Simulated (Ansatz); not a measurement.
# Sn2AsSe: from a guess to a relaxed structure, part 2 of 2

Where does this trial cell of Sn2AsSe go when cell and atoms are let free?

Ansatz 0.2.0; DFT PBE, scalar-relativistic, plane waves, PAW.

## Step 4: Coarse relaxation, continued

The end of the coarse run is made exact in the group found at a tolerance of 0.06 Å and reduced to its primitive cell.

Input file input.yaml:

```yaml
crystal:
  lattice:
    - [5.2521024745, 0.0, 0.0]
    - [0.0, 5.2521024745, 0.0]
    - [0.0, 0.0, 3.508742309]
  atoms:
    - { symbol: Sn, position: [0.0, 0.5, 0.5] }
    - { symbol: Sn, position: [0.5, 0.0, 0.5] }
    - { symbol: As, position: [0.0, 0.0, 0.0] }
    - { symbol: Se, position: [0.5, 0.5, 0.0] }
basis:
  ecutwfc: 420
kpoints:
  mp_grid: { grid: [4, 4, 6] }
hamiltonian:
  xc: pbe
scf:
  occupations: { method: gaussian, width: 0.1 }
  lower_state_search: "off"
output:
  forces: true
  stress: true
  eigenvalues: true
relax:
  adjacent_minimum: "off"
  f_tol: 0.04
  max_steps: 70
  cell: { stress_tol: 0.4 }
```

Run with:

```
> ansatz run input.yaml --threads 1 --pin off --max-ram 2560MiB --backend cpu --events-out ev --progress --plain --runs-dir out
```

Standard output (excerpt; [...] marks lines left out):

```text
Warning: RAYON_NUM_THREADS=1 ignored (pool sized by the plan → 1); use --threads N
[...]
Pseudopotentials: kind: paw
Pseudopotential: Sn, paw, valence charge 14, recommended cutoff 420 eV (normal), Sn.paw.azcp
Pseudopotential: As, paw, valence charge 15, recommended cutoff 420 eV (normal), As.paw.azcp
Pseudopotential: Se, paw, valence charge 16, recommended cutoff 420 eV (normal), Se.paw.azcp
Functional definition: PBE
[...]
Crystal: 4 atoms, lattice volume = 96.787 Å³
[...]
  cell:  # Å, volume = 95.2775 Å³
    - [5.217939184339986, -2.2031009179355088e-34, 0.0]
    - [-2.2031009179355088e-34, 5.217939184339986, 0.0]
    - [0.0, 0.0, 3.499388915260217]
  atoms:
    - { symbol: Sn, position: [-2.578337910811979e-36, 0.5, 0.5] }
    - { symbol: Sn, position: [0.5, -1.0743074628383112e-37, 0.5] }
    - { symbol: As, position: [8.594459702706595e-37, 3.581024876127748e-38, 0.0] }
    - { symbol: Se, position: [0.5, 0.5, 0.0] }
```

Run time: 12 s. Hardware: 1 thread of Intel Xeon Platinum 8375C at 2.90GHz (Ice Lake), shared host; peak memory 0.45 GiB.

Step by step:

| step | E - E(step 1) (eV/cell) | largest force component (eV/Å) | pressure (GPa) | volume (Å³) |
| --- | --- | --- | --- | --- |
| 1 | 0.0000 | 0.0000 | -0.64 | 96.79 |
| 2 | -0.0023 | 0.0000 | 0.22 | 95.28 |
| 3 | -0.0020 | 0.0000 | 0.22 | 95.28 |

Step 1 is the start. Step 3 repeats the geometry before it on a plane-wave basis chosen anew for that cell, so its energy need not be comparable with the rows above.

|  | before | after | change |
| --- | --- | --- | --- |
| a (Å) | 5.252 | 5.218 | -0.7 % |
| b (Å) | 5.252 | 5.218 | -0.7 % |
| c (Å) | 3.509 | 3.499 | -0.3 % |
| volume (Å³/atom) | 24.20 | 23.82 | -1.6 % |
| shortest distance (Å) | 3.158 | 3.141 | -0.5 % |
| space group (0.01 Å) | P4/mmm | P4/mmm | same |

The run keeps the 16 symmetry operations of the start, so it could not have lowered the symmetry.

## Step 5: Full relaxation

The end of the coarse run is made exact in the group found at a tolerance of 0.06 Å and reduced to its primitive cell.

Input file input.yaml:

```yaml
crystal:
  lattice:
    - [5.2179391843, 0.0, 0.0]
    - [0.0, 5.2179391843, 0.0]
    - [0.0, 0.0, 3.4993889153]
  atoms:
    - { symbol: Sn, position: [0.0, 0.5, 0.5] }
    - { symbol: Sn, position: [0.5, 0.0, 0.5] }
    - { symbol: As, position: [0.0, 0.0, 0.0] }
    - { symbol: Se, position: [0.5, 0.5, 0.0] }
basis:
  ecutwfc: 420
kpoints:
  mp_grid: { grid: [10, 10, 14] }
hamiltonian:
  xc: pbe
scf:
  occupations: { method: gaussian, width: 0.1 }
output:
  forces: true
  stress: true
  eigenvalues: true
relax:
  adjacent_minimum: "off"
  f_tol: 0.01
  max_steps: 80
  cell: { stress_tol: 0.05 }
```

Run with:

```
> ansatz run input.yaml --threads 1 --pin off --max-ram 2560MiB --backend cpu --events-out ev --progress --plain --runs-dir out
```

Standard output:

```text
Warning: RAYON_NUM_THREADS=1 ignored (pool sized by the plan → 1); use --threads N
[... 10 set-up lines as earlier in the session ...]
Crystal: 4 atoms, lattice volume = 95.277 Å³
Basis set: ecut = 420 eV, 1883 PW (Γ), exchange–correlation on 72×72×48 points (8 copies of the dense FFT grid, shifted against one another)
Bands: 36, of which v1, the nominal top of the filled ones, is band 30 counted from 1 (29 counted from 0)
[... 1 set-up line as earlier in the session ...]
Space group: P4/mmm (ITA 123), of the structure as read, at distance tolerance 4.6e-5 Å
k-points: 168 of 1400
[... 10 set-up lines as earlier in the session ...]
SCF iter   1: F=—  HF=-22373.567904 eV  |F-HF|=—  |Δ(HF+E_count)|=         —  Δρ=2.44e-3  dr2=1.43e-2  ethr=1.77e-3  ⟨swp⟩=7.5  Hψ=24866  notcnv=0
preconditioner: auto → Kerker (q_TF=auto, 2.519 Å⁻¹)  [metal: Δε(μ)=0.004 eV  Ē_g=16.676 eV  σ=0.100 eV  W_gap=0.02  n_scr=30 (ndim 8)  ℏωp=23.8 eV  f_vac=0.000  D(μ)=1.98/eV (n_scr^D=10)]
SCF iter   2: F=—  HF=-22373.564352 eV  |F-HF|=—  |Δ(HF+E_count)|=   3.55e-3  Δρ=1.19e-3  dr2=3.28e-3  ethr=2.42e-5  ⟨swp⟩=2.2  Hψ=9035  notcnv=0
SCF iter   3: F=—  HF=-22373.563858 eV  |F-HF|=—  |Δ(HF+E_count)|=   4.93e-4  Δρ=4.32e-4  dr2=2.81e-4  ethr=5.55e-6  ⟨swp⟩=2.9  Hψ=10661  notcnv=0
SCF iter   4: F=—  HF=-22373.563801 eV  |F-HF|=—  |Δ(HF+E_count)|=   5.72e-5  Δρ=1.99e-4  dr2=2.83e-5  ethr=4.77e-7  ⟨swp⟩=2.0  Hψ=10663  notcnv=0
SCF iter   5: F=—  HF=-22373.563783 eV  |F-HF|=—  |Δ(HF+E_count)|=   1.81e-5  Δρ=6.85e-5  dr2=4.23e-6  ethr=4.80e-8  ⟨swp⟩=2.0  Hψ=9060  notcnv=0
SCF iter   6: F=—  HF=-22373.563780 eV  |F-HF|=—  |Δ(HF+E_count)|=   2.52e-6  Δρ=2.89e-5  dr2=7.33e-7  ethr=7.17e-9  ⟨swp⟩=2.0  Hψ=10711  notcnv=0
SCF iter   7: F=-22373.563780 eV  HF=-22373.563780 eV  |F-HF|=7.12e-8  |Δ(HF+E_count)|=   8.12e-8  Δρ=8.15e-6  dr2=6.70e-8  ethr=1.69e-10  ⟨swp⟩=6.7  Hψ=30733  notcnv=0
SCF 1 converged in 7 iterations: F = -22373.563780 eV  dr2 = 6.70e-8
relax step   1: F+E_penalty+E_count = -22373.56378024 eV  Δ(F+E_penalty+E_count) = +0.000e0 eV  max|allowed force component| = 1.830e-28 eV/Å  Δτ_max = 0.0000 Å  P = +0.249 GPa  Ω = 95.277 Å³  (7 SCF iters, dr2 threshold 1.00e-7 eV, accepted)
Crystal: 4 atoms, lattice volume = 95.841 Å³
Basis set: ecut = 420 eV, 1899 PW (Γ), exchange–correlation on 72×72×48 points (8 copies of the dense FFT grid, shifted against one another)
[... 2 set-up lines as earlier in the session ...]
iter 1 solved again at ethr=4.76e-7 eV; its pass at ethr=3.10e-3 eV (dr2=2.81e-4 eV) is discarded
SCF iter   1: F=—  HF=-22373.566904 eV  |F-HF|=—  |Δ(HF+E_count)|=         —  Δρ=4.22e-4  dr2=2.58e-4  ethr=4.76e-7  ⟨swp⟩=2.6  Hψ=34244  notcnv=0
preconditioner: auto → Kerker (q_TF=auto, 2.516 Å⁻¹)  [metal: Δε(μ)=0.002 eV  Ē_g=16.644 eV  σ=0.100 eV  W_gap=0.01  n_scr=30 (ndim 8)  ℏωp=23.7 eV  f_vac=0.000  D(μ)=1.92/eV (n_scr^D=10)]
SCF iter   2: F=—  HF=-22373.566848 eV  |F-HF|=—  |Δ(HF+E_count)|=   5.56e-5  Δρ=2.59e-4  dr2=9.72e-5  ethr=4.38e-7  ⟨swp⟩=1.0  Hψ=6048  notcnv=0
SCF iter   3: F=—  HF=-22373.566835 eV  |F-HF|=—  |Δ(HF+E_count)|=   1.31e-5  Δρ=6.16e-5  dr2=7.67e-6  ethr=1.65e-7  ⟨swp⟩=2.1  Hψ=9033  notcnv=0
SCF iter   4: F=—  HF=-22373.566833 eV  |F-HF|=—  |Δ(HF+E_count)|=   1.88e-6  Δρ=3.18e-5  dr2=1.23e-6  ethr=1.30e-8  ⟨swp⟩=2.0  Hψ=10997  notcnv=0
SCF iter   5: F=-22373.566833 eV  HF=-22373.566833 eV  |F-HF|=1.43e-8  |Δ(HF+E_count)|=   3.48e-8  Δρ=8.03e-6  dr2=8.20e-8  ethr=6.78e-10  ⟨swp⟩=5.3  Hψ=23208  notcnv=0
SCF 2 converged in 5 iterations: F = -22373.566833 eV  dr2 = 8.20e-8
relax step   2: F+E_penalty+E_count = -22373.56683305 eV  Δ(F+E_penalty+E_count) = -3.053e-3 eV  max|allowed force component| = 9.503e-30 eV/Å  Δτ_max = 0.0000 Å  P = -0.135 GPa  Ω = 95.841 Å³  energy of the carried Pulay correction = -1.090e-4 eV  (5 SCF iters, dr2 threshold 4.00e-7 eV, accepted)
Crystal: 4 atoms, lattice volume = 95.626 Å³
iter 1 solved again at ethr=2.47e-8 eV; its pass at ethr=3.10e-3 eV (dr2=1.46e-5 eV) is discarded
SCF iter   1: F=—  HF=-22373.567124 eV  |F-HF|=—  |Δ(HF+E_count)|=         —  Δρ=7.79e-5  dr2=8.27e-6  ethr=2.47e-8  ⟨swp⟩=3.0  Hψ=31466  notcnv=0
preconditioner: auto → Kerker (q_TF=auto, 2.517 Å⁻¹)  [metal: Δε(μ)=0.016 eV  Ē_g=16.652 eV  σ=0.100 eV  W_gap=0.09  n_scr=30 (ndim 8)  ℏωp=23.7 eV  f_vac=0.000  D(μ)=1.92/eV (n_scr^D=10)]
SCF iter   2: F=—  HF=-22373.567098 eV  |F-HF|=—  |Δ(HF+E_count)|=   2.53e-5  Δρ=4.81e-5  dr2=2.69e-6  ethr=1.40e-8  ⟨swp⟩=1.0  Hψ=6048  notcnv=0
SCF iter   3: F=—  HF=-22373.567098 eV  |F-HF|=—  |Δ(HF+E_count)|=   1.48e-7  Δρ=1.28e-5  dr2=2.37e-7  ethr=4.56e-9  ⟨swp⟩=2.5  Hψ=10443  notcnv=0
SCF iter   4: F=-22373.567098 eV  HF=-22373.567098 eV  |F-HF|=6.79e-9  |Δ(HF+E_count)|=   6.34e-8  Δρ=5.69e-6  dr2=3.90e-8  ethr=3.63e-10  ⟨swp⟩=5.4  Hψ=24234  notcnv=0
SCF 3 converged in 4 iterations: F = -22373.567098 eV  dr2 = 3.90e-8
relax step   3: F+E_penalty+E_count = -22373.56709805 eV  Δ(F+E_penalty+E_count) = -2.650e-4 eV  max|allowed force component| = 1.479e-29 eV/Å  Δτ_max = 0.0000 Å  P = -0.003 GPa  Ω = 95.626 Å³  energy of the carried Pulay correction = -6.637e-5 eV  (4 SCF iters, dr2 threshold 2.14e-7 eV, accepted)
Initial wavefunctions: pseudopotential atomic-orbital guess (no wavefunctions were taken with the density)
iter 1 solved again at ethr=6.31e-8 eV; its pass at ethr=3.10e-3 eV (dr2=3.72e-5 eV) is discarded
SCF iter   1: F=—  HF=-22373.566955 eV  |F-HF|=—  |Δ(HF+E_count)|=         —  Δρ=1.91e-4  dr2=7.70e-7  ethr=6.31e-8  ⟨swp⟩=3.1  Hψ=39111  notcnv=0
SCF iter   2: F=—  HF=-22373.567105 eV  |F-HF|=—  |Δ(HF+E_count)|=   1.50e-4  Δρ=9.69e-5  dr2=2.06e-7  ethr=1.30e-9  ⟨swp⟩=1.3  Hψ=6225  notcnv=0
SCF iter   3: F=—  HF=-22373.567164 eV  |F-HF|=—  |Δ(HF+E_count)|=   5.87e-5  Δρ=1.79e-6  dr2=2.95e-9  ethr=3.49e-10  ⟨swp⟩=1.8  Hψ=6319  notcnv=0
SCF iter   4: F=—  HF=-22373.567164 eV  |F-HF|=—  |Δ(HF+E_count)|=   2.20e-9  Δρ=1.17e-6  dr2=1.55e-9  ethr=5.00e-12  ⟨swp⟩=2.0  Hψ=10139  notcnv=0
SCF iter   5: F=—  HF=-22373.567164 eV  |F-HF|=—  |Δ(HF+E_count)|=   2.59e-9  Δρ=4.11e-7  dr2=2.10e-10  ethr=2.62e-12  ⟨swp⟩=2.8  Hψ=9836  notcnv=0
SCF iter   6: F=-22373.567164 eV  HF=-22373.567164 eV  |F-HF|=3.64e-12  |Δ(HF+E_count)|=  2.91e-11  Δρ=1.06e-7  dr2=8.71e-12  ethr=1.00e-12  ⟨swp⟩=4.8  Hψ=21030  notcnv=0
SCF 4 converged in 6 iterations: F = -22373.567164 eV  dr2 = 8.71e-12
relax step   4: F+E_penalty+E_count = -22373.56716389 eV  Δ(F+E_penalty+E_count) = -6.584e-5 eV  max|allowed force component| = 2.465e-30 eV/Å  Δτ_max = 0.0000 Å  P = -0.003 GPa  Ω = 95.626 Å³  stress off target by 3.70e-3 GPa  SCF on the basis re-selected at this cell (its energy is not comparable with the rows above)  (6 SCF iters)
basis re-selected at this cell: Δ(F+E_penalty+E_count) = -6.584e-5 eV, ΔP = +0.000 GPa vs the last step (what re-selecting the basis moved, of the pressure what is left beyond the Pulay correction that the steps carried, after the strain that the cell walked since its last selection, with what the two solves' SCF thresholds leave and, on support functions, any second-order correction that the steps lacked; it is no measure of the basis error at this ecutwfc). This SCF's stress stands 3.70e-3 GPa from its target on what of the cell is left free (relax.cell.stress_tol is 5.00e-2 GPa) and its largest allowed force component is 2.47e-30 eV/Å (relax.f_tol is 1.00e-2 eV/Å): within both
SCF converged after 6 iterations
Free energy (F): -22373.567164 eV
Harris-Foulkes:  -22373.567164 eV  (|F-HF|=3.64e-12)
Internal energy: -22373.557549 eV  (E = F + TS)
E sigma→0 (E₀):  -22373.562356 eV
Entropy (-TS):   -0.009615 eV (-2.404 meV/atom)
Fermi energy:    10.795448 eV
--- Per-component energies (eV) ---
  E_band       = -726.537711
  E_kinetic    = 590.731189
  E_local      = -5388.574826  (includes V_loc(G=0)·N_el)
  E_nonlocal   = -1332.133138
  E_hartree    = 3012.028258
  E_xc         = -949.271484
  E_vxc        = -369.870243  (∫ρ·V_xc dr)
  E_paw        = -12013.629858  (= ΣΔE_a)
  E_vpaw       = -250.746638  (= ΣTr[D̂ρ^β])
  E_aug_tail   = -0.000580  (compensation charges beyond the density's cutoff)
  E_ewald      = -6292.707110
  E_smearing   = -0.009615  (= −TS)
  E_closure    = -0.000000  (closes the sum)
  Σ components = -22373.567164   (vs F -22373.567164, Δ=0.00e0)
--- Forces (eV/Å), atoms counted from 1 ---
  atom   1  Sn     0.00000000    -0.00000000     0.00000000
  atom   2  Sn     0.00000000    -0.00000000     0.00000000
  atom   3  As    -0.00000000     0.00000000     0.00000000
  atom   4  Se    -0.00000000     0.00000000     0.00000000
  max |Σ_I F_I| component: 5.92e-30 eV/Å
--- Stress (GPa, compression-positive) ---
       -0.003699       0.000000       0.000000
        0.000000      -0.003699       0.000000
        0.000000       0.000000      -0.001936
  P = ⅓ Tr σ = -0.0031 GPa (-0.031 kbar)
--- Band table (eV; the first three rows and the last of 168) ---
  k-point 0: bands = ["-36.7251", "-36.7242", "-36.7211", "-36.7211", "-36.7201", "-24.8401", "-24.8255", "-24.8255", "-24.7856", "-24.7840", "-10.8583", "-10.8307", "-10.8229", "-10.8035", "-10.7824", "-10.7824", "-10.7518", "-10.7438", "-10.7438", "-10.7352", "-2.9117", "-0.1805", "4.3815", "5.5510", "5.5510", "5.6831", "8.9207", "8.9207", "9.3893", "11.5755", "14.7869", "15.1672", "15.6178", "15.6178", "15.9790", "17.4099"]
  k-point 1: bands = ["-36.7251", "-36.7242", "-36.7211", "-36.7211", "-36.7200", "-24.8398", "-24.8256", "-24.8256", "-24.7856", "-24.7840", "-10.8547", "-10.8305", "-10.8188", "-10.8021", "-10.7841", "-10.7841", "-10.7511", "-10.7454", "-10.7454", "-10.7351", "-2.8690", "-0.1480", "4.4381", "5.5517", "5.6142", "5.6142", "8.9755", "8.9755", "9.2983", "11.2640", "14.8401", "15.1731", "15.1731", "15.3660", "15.4842", "17.2141"]
  k-point 2: bands = ["-36.7251", "-36.7242", "-36.7212", "-36.7212", "-36.7198", "-24.8390", "-24.8258", "-24.8258", "-24.7856", "-24.7840", "-10.8452", "-10.8299", "-10.8078", "-10.7976", "-10.7890", "-10.7890", "-10.7499", "-10.7499", "-10.7489", "-10.7348", "-2.7441", "-0.0522", "4.6068", "5.1589", "5.8023", "5.8023", "9.1370", "9.1370", "9.1542", "10.5527", "14.1268", "14.1884", "14.1884", "14.9993", "15.7386", "16.7310"]
  k-point 167: bands = ["-36.7251", "-36.7241", "-36.7215", "-36.7215", "-36.7185", "-24.8346", "-24.8270", "-24.8270", "-24.7854", "-24.7839", "-10.8368", "-10.7999", "-10.7995", "-10.7995", "-10.7986", "-10.7775", "-10.7775", "-10.7637", "-10.7186", "-10.7186", "-1.4424", "0.9645", "4.6972", "4.6972", "5.4578", "5.6694", "5.6694", "5.8302", "11.0487", "11.0487", "14.8280", "15.1094", "15.1094", "15.3994", "15.4816", "15.6172"]
--- Relaxed structure (3 steps of the walk, 3 accepted, 1 SCFs on fresh bases) ---
  F+E_penalty+E_count = -22373.56716389 eV   max|allowed force component| = 2.465e-30 eV/Å   (the final SCF, on the basis selected at the relaxed cell)
  cell:  # Å, volume = 95.6258 Å³
    - [5.200444153507526, -2.090257023241315e-33, 5.2806493218727956e-33]
    - [-2.090257023241315e-33, 5.200444153507526, 1.6502029130852486e-34]
    - [3.541445204679428e-33, 1.1067016264623213e-34, 3.535854272722385]
  atoms:
    - { symbol: Sn, position: [-5.247321059032422e-36, 0.5, 0.5000000000000001] }
    - { symbol: Sn, position: [0.5, 1.0261477910869566e-35, 0.5000000000000001] }
    - { symbol: As, position: [1.723106019116654e-35, -3.696835401039946e-36, -3.42632461512482e-36] }
    - { symbol: Se, position: [0.5, 0.5, 2.5395111853279904e-36] }
```

It took 91 s on 1 thread of Intel Xeon Platinum 8375C at 2.90GHz (Ice Lake), shared host; peak memory 0.71 GiB.

Step by step:

```csv
step,energy from step 1 (eV/cell),largest force component (eV/Å),pressure (GPa),volume (Å³)
1,0.0000,0.0000,0.25,95.28
2,-0.0031,0.0000,-0.13,95.84
3,-0.0033,0.0000,0.00,95.63
4,-0.0034,0.0000,0.00,95.63
```

Step 1 is the start. Step 4 repeats the geometry before it on a plane-wave basis chosen anew for that cell, so its energy need not be comparable with the rows above.

|  | before | after | change |
| --- | --- | --- | --- |
| a (Å) | 5.218 | 5.200 | -0.3 % |
| b (Å) | 5.218 | 5.200 | -0.3 % |
| c (Å) | 3.499 | 3.536 | +1.0 % |
| volume (Å³/atom) | 23.82 | 23.91 | +0.4 % |
| shortest distance (Å) | 3.141 | 3.144 | +0.1 % |
| space group (0.01 Å) | P4/mmm | P4/mmm | same |

The run keeps the 16 symmetry operations of the start, so it could not have lowered the symmetry.

## Step 6: Variant: xc revpbe, occupations.method fermi_dirac, occupations.width 0.3, ecutwfc left out

Input file input.yaml:

```yaml
crystal:
  lattice:
    - [5.2004441535, 0.0, 0.0]
    - [0.0, 5.2004441535, 0.0]
    - [0.0, 0.0, 3.5358542727]
  atoms:
    - { symbol: Sn, position: [0.0, 0.5, 0.5] }
    - { symbol: Sn, position: [0.5, 0.0, 0.5] }
    - { symbol: As, position: [0.0, 0.0, 0.0] }
    - { symbol: Se, position: [0.5, 0.5, 0.0] }
kpoints:
  mp_grid: { grid: [10, 10, 14] }
hamiltonian:
  xc: revpbe
scf:
  occupations: { method: fermi_dirac, width: 0.3 }
output:
  forces: true
  eigenvalues: true
  stress: true
```

Run with:

```
> ansatz run input.yaml --threads 1 --pin off --max-ram 2560MiB --backend cpu --events-out ev --progress --plain --runs-dir out
```

Standard output (excerpt; [...] marks lines left out):

```text
Warning: RAYON_NUM_THREADS=1 ignored (pool sized by the plan → 1); use --threads N
band count auto-derived: 39 (N_el = 59.0; filled up to band 30; 36 by the electrons, moments and atoms)
[...]
[... 3 set-up lines as earlier in the session ...]
[...]
--- Forces (eV/Å), atoms counted from 1 ---
  atom   1  Sn     0.00000000    -0.00000000     0.00000000
  atom   2  Sn     0.00000000     0.00000000     0.00000000
  atom   3  As     0.00000000     0.00000000     0.00000000
  atom   4  Se     0.00000000     0.00000000     0.00000000
[...]
--- Stress (GPa, compression-positive) ---
        1.490350       0.000000       0.000000
        0.000000       1.490350       0.000000
        0.000000       0.000000       1.892638
  P = ⅓ Tr σ = 1.6244 GPa (16.244 kbar)
--- Band table (eV; the first three rows and the last of 168) ---
[...]
```

Run time: 24 s. Hardware: 1 thread of Intel Xeon Platinum 8375C at 2.90GHz (Ice Lake), shared host; peak memory 0.7 GiB.

```tsv
run	ending	energy change	pressure (GPa)	gap (eV)	force (eV/Å)	cycles	time
step 5	converged	-	0.0	0.00	0.00	-	91 s
variant	converged	not comparable	1.6	0.00	0.00	7	24 s
```

Total energies don't compare across a change of functional; the pressure goes from 0.0 to 1.6 GPa. The smearing changed too.

## Step 7: Summary of results

The summary covers parts 1 to 2. Changes of volume or cell count from the first structure of part 1.

| quantity | value |
| --- | --- |
| symmetry at the end (tolerance 0.05 Å) | space group P4/mmm (No. 123) |
| conventional cell | a = 5.200 Å, b = 5.200 Å, c = 3.536 Å, α = 90.00°, β = 90.00°, γ = 90.00° |
| volume | 23.91 Å³/atom |
| energy over the elements, grey Sn | +0.02 eV/atom |
| gap on the mesh | none (metal) |

In words: The space group P4/mmm (No. 123) is kept, and the volume per atom grows by 9.1 % from the first guess. The formation energy of this structure is too near zero to say whether it is bound against the elements. No finished test with a distortion of lower symmetry is shown, so the end may be a saddle point. Spin polarisation is off in the runs that give these values; a magnetic solution could lie lower.
